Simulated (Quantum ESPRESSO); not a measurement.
## WS: phonons with vdW-DF-cx

WS:

```
CELL_PARAMETERS angstrom
3.44485 0.00000 0.00000
0.00000 3.44485 0.00000
0.00000 0.00000 3.44485
ATOMIC_POSITIONS crystal
W 0.50000 0.50000 0.50000
S 0.00000 0.00000 0.00000
```

The cell was built by a generator and needn't be a form met in nature.

```yaml
Program: Quantum ESPRESSO 7.5
Task: phonons
Functional: vdW-DF-cx
Potentials_or_basis: PseudoDojo 0.4.1 SR PBE standard
Cutoff: 1007 eV
Density_cutoff: 4027 eV
k_mesh: 6 × 6 × 6, shifted
Occupations: fermi-dirac, width 0.05 eV
Spin: no spin polarisation
Mixing_beta: 0.5
Most_SCF_iterations: 120
SCF_threshold: 4e-10 Ry
```

```json
{
  "Relaxed volume": "13.36 Å³/atom",
  "Relaxed cell": "a = 2.990 Å, b = 2.990 Å, c = 2.990 Å, α = 90.00°, β = 90.00°, γ = 90.00°",
  "Space group after relaxing (to 0.05 Å)": "Pm-3m (No. 221)",
  "Pressure after relaxing": "0.0 GPa",
  "Band gap on the k mesh": "none (metal or under the smearing width)",
  "Highest phonon frequency at Γ": "213 cm⁻¹"
}
```

Step by step:
| step | energy change (eV) | largest force (eV/Å) | pressure (GPa) | volume (Å³) |
| --- | --- | --- | --- | --- |
| 1 | 0.0000 | 0.0000 | -38.74 | 40.88 |
| 2 | -1.7802 | 0.0000 | -33.63 | 33.33 |
| 3 | -2.3282 | 0.0000 | 38.33 | 23.84 |
| 4 | -2.5867 | 0.0000 | -11.48 | 28.10 |
| 5 | -2.6363 | 0.0000 | -2.47 | 26.99 |
| 6 | -2.6384 | 0.0000 | 0.25 | 26.70 |
| 7 | -2.6384 | 0.0000 | 0.00 | 26.72 |
| 8 | -2.6384 | 0.0000 | 0.00 | 26.72 |

Final structure:
```
W S
1.0
     2.98967    0.00000    0.00000
     0.00000    2.98967    0.00000
     0.00000    0.00000    2.98967
W S
1 1
Direct
  0.50000 0.50000 0.50000
  0.00000 0.00000 0.00000
```

Levels at points of the mesh, in eV from the Fermi level:
| k point | band 6 | band 7 | band 8 | band 9 | band 10 | band 11 | band 12 | band 13 | band 14 | band 15 |
| --- | --- | --- | --- | --- | --- | --- | --- | --- | --- | --- |
| (0.08, 0.08, 0.08) | -5.04 | -5.04 | -4.19 | -2.32 | -2.32 | 1.32 | 1.32 | 1.83 | 4.35 | 9.27 |

Phonon frequencies in cm⁻¹ (negative: imaginary):
```tsv
q point	frequencies
(0.000, 0.000, 0.000)	10 10 10 213 213 213
```

Optical modes at Γ, degenerate ones joined:
| cm⁻¹ | components | symmetry | active in |
| --- | --- | --- | --- |
| 213 | 3 | T1u | IR |

Wall time 5.4 min on 1 thread of Arm Neoverse V2 (shared host), peak memory 0.1 GiB.

Caveat: the k mesh is coarse; the mesh is thin for the phonons of a metal; the potentials were made for another functional, which shifts forces and pressure; the volume moved by over 15 % at a fixed basis, so the end points are rough. Spin-orbit coupling is left out, which matters for the levels of W.
